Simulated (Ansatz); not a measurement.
Task: a polarisability from point charges of Cl₂FSi, SMILES F[Si](Cl)Cl, with Ansatz's Python interface. Give the script and its output. Level of theory (for the species named): Hartree-Fock, def2-SVP basis, multiplicity 2.

```xyz
4

F     1.1883   -0.3765    0.9072
Si    0.0629   -0.4222   -0.2556
Cl   -1.6864   -0.3992    0.7317
Cl    0.4352    1.1979   -1.3833
```

`field.py`
```python
# -*- coding: utf-8 -*-
'''Response of Cl2FSi to a pair of distant point charges.'''

import ansatz
import numpy as np

GEOMETRY = '''
F     1.18832   -0.37645    0.90718
Si    0.06291   -0.42222   -0.25561
Cl   -1.68639   -0.39921    0.73174
Cl    0.43516    1.19787   -1.38332
'''

geometry = ansatz.Crystal.molecule()
for line in GEOMETRY.strip().splitlines():
    symbol, *xyz = line.split()
    geometry = geometry.atom(symbol, [float(v) for v in xyz])

base = (
    geometry.calculation()
    .basis(gaussian='def2-SVP')
    .functional('hf')
    .spin('collinear', total=1)
    .forces()
)
# charges +q and -q at -R and +R make a nearly even field 2 k q / R^2 at the centre
centre = np.mean([site.position_ang for site in geometry.cartesian_sites], axis=0)
field = 2 * 14.399645 * 2.0 / 40.0 ** 2


def dipole(axis, sign):
    arm = 40.0 * np.eye(3)[axis]
    pair = [{'charge': sign * 2.0, 'position_ang': (centre - arm).tolist()}, {'charge': -sign * 2.0, 'position_ang': (centre + arm).tolist()}]
    deck = base.input().set(ansatz.key.basis.gaussian.point_charges, pair)
    return np.array(ansatz.Session.from_dict(deck).plan().execute().report['charge_distribution']['dipole_moment_e_ang'])


print(f'field {field:.4f} V/A')
alpha = np.array([(dipole(axis, 1) - dipole(axis, -1)) / (2 * field) * 14.399645 for axis in range(3)])
print('polarisability tensor (A^3)')
print(np.array2string(alpha, precision=3, suppress_small=True))
print(f'mean {np.trace(alpha) / 3:.3f} A^3 = {np.trace(alpha) / 3 / 0.14818471:.2f} bohr^3')
```

```console
$ python field.py
field 0.0360 V/A
polarisability tensor (A^3)
[[ 5.409  0.414 -1.02 ]
 [ 0.414  4.689 -1.125]
 [-1.017 -1.125  4.859]]
mean 4.986 A^3 = 33.64 bohr^3
```

What to keep in mind:
- The geometry is a force-field or estimated start, not a minimum of this method, and the basis set is short of its limit. The field of two point charges is only nearly even.
- The species is open-shell (spin multiplicity 2).
- Without diffuse functions polarisabilities are unreliable, as a rule too low, and they change with the bond lengths of this unrelaxed start.
- Timing: 9.3 s on 1 thread of Intel(R) Xeon(R) Platinum 8259CL CPU @ 2.50GHz (Skylake/Cascade Lake) (shared host), peak memory 0.22 GiB.

(A comment or docstring line of the script was reworded after the run, the code is as it ran; lines on the test bed's own set-up are left out of the output.)
